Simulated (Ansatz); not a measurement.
# CH₃F₂O₂Ta: up Jacob's ladder to CCSD(T)

One table from this session's results is given with a row withheld; the runs are named, their logs left out.

Method: functionals in def2-TZVPP, the program's frozen cores in correlated methods; program: Ansatz 0.2.0, Gaussian basis.

The runs, in order: LDA (SPW92), PBE-D4, revPBE-D4, BLYP-D4, r2SCAN-D4, B97M-V, PBE0-D4, B3LYP-D4, r2SCANh-D4, r2SCAN0-D4, HSE06-D4, BHLYP-D4, CAM-B3LYP-D4, LC-ωPBE, ωB97X-V, ωB97M-V, B2PLYP, PBE-QIDH; CCSD(T)/def2-SVP; CCSD(T)/def2-TZVPP; MP2/def2-QZVPP; extrapolation to the limit; RPA on PBE.

### Structure used throughout

The geometry comes from an earlier relaxation with PBE0-D4 in a triple-zeta def2 set; it is a stationary point, not always the lowest conformer. Ta takes the def2 core potential; no spin-orbit term is included.

SMILES `C[O][Ta](=[O])([F])[F]`, 9 atoms, charge 0, spin multiplicity 1.

Atoms are counted from 1 here; the program's logs count them from 0.

Bond lengths: C1–O2 1.408 Å, C1–H7 1.093 Å, C1–H8 1.092 Å, C1–H9 1.092 Å, O2–Ta3 1.867 Å, Ta3–O4 1.715 Å, Ta3–F5 1.881 Å, Ta3–F6 1.881 Å. Angles: O2–C1–H7 110.7°, O2–C1–H8 109.1°, O2–C1–H9 109.1°, H7–C1–H8 109.4°, H7–C1–H9 109.5°, H8–C1–H9 109.0°, C1–O2–Ta3 142.5°, O2–Ta3–O4 106.8°, O2–Ta3–F5 110.1°, O2–Ta3–F6 110.1°, O4–Ta3–F5 108.6°, O4–Ta3–F6 108.6°, F5–Ta3–F6 112.5°.

The first run:

File in.yaml:

```yaml
crystal:
  periodic: [false, false, false]
  atoms:
    - {symbol: C, position_ang: [-0.537715, -1.004773, -1.128295]}
    - {symbol: O, position_ang: [-0.486084, 0.164711, -0.345863]}
    - {symbol: Ta, position_ang: [0.467842, 0.982479, 1.035399]}
    - {symbol: O, position_ang: [1.717109, -0.103511, 1.485714]}
    - {symbol: F, position_ang: [1.252908, 2.578587, 0.423070]}
    - {symbol: F, position_ang: [-0.652565, 1.256601, 2.521450]}
    - {symbol: H, position_ang: [0.262709, -1.693352, -0.845878]}
    - {symbol: H, position_ang: [-1.504269, -1.491168, -0.981528]}
    - {symbol: H, position_ang: [-0.431436, -0.735875, -2.181272]}
basis:
  gaussian: {orbitals: def2-TZVPP}
hamiltonian: {xc: lda}
output: {orbitals: {seedname: orbitals}}
```

Among the steps run: LDA; PBE-D4 (GGA); revPBE-D4 (GGA); BLYP-D4 (GGA); r2SCAN-D4 (meta-GGA); B97M-V (meta-GGA); PBE0-D4 (hybrid); B3LYP-D4 (hybrid); r2SCANh-D4 (hybrid); r2SCAN0-D4 (hybrid); HSE06-D4 (hybrid); BHLYP-D4 (hybrid); CAM-B3LYP-D4 (range-separated); LC-ωPBE-D4 (range-separated; the results give it without D4); ωB97X-V (range-separated); ωB97M-V (range-separated); B2PLYP (double hybrid); PBE-QIDH (double hybrid).

One table of the session follows, with a row left open; its other results are not shown here.

It belongs to the step «Orbital energies across the functionals». 

```
  functional  HOMO (eV)  gap (eV)
 LDA (SPW92)      -8.03      6.05
      PBE-D4      -7.82      6.15
   revPBE-D4      -7.74      6.20
     BLYP-D4      -7.73      6.13
   r2SCAN-D4      -8.18      6.68
      B97M-V      -8.26      6.77
     PBE0-D4      -9.43      8.63
    B3LYP-D4      -9.18      8.09
  r2SCANh-D4      -8.78      7.60
  r2SCAN0-D4      -9.68      8.99
    HSE06-D4          ?         ?
    BHLYP-D4     -10.97     11.01
CAM-B3LYP-D4     -10.88     11.08
     LC-ωPBE     -12.18     13.63
     ωB97X-V     -11.86     13.10
     ωB97M-V     -11.79     12.57
```

Estimate the missing values for HSE06-D4.

As computed: HOMO (eV): -9.02; gap (eV): 7.84. In the column «HOMO (eV)» it lies between B3LYP-D4 (-9.18) and r2SCANh-D4 (-8.78).
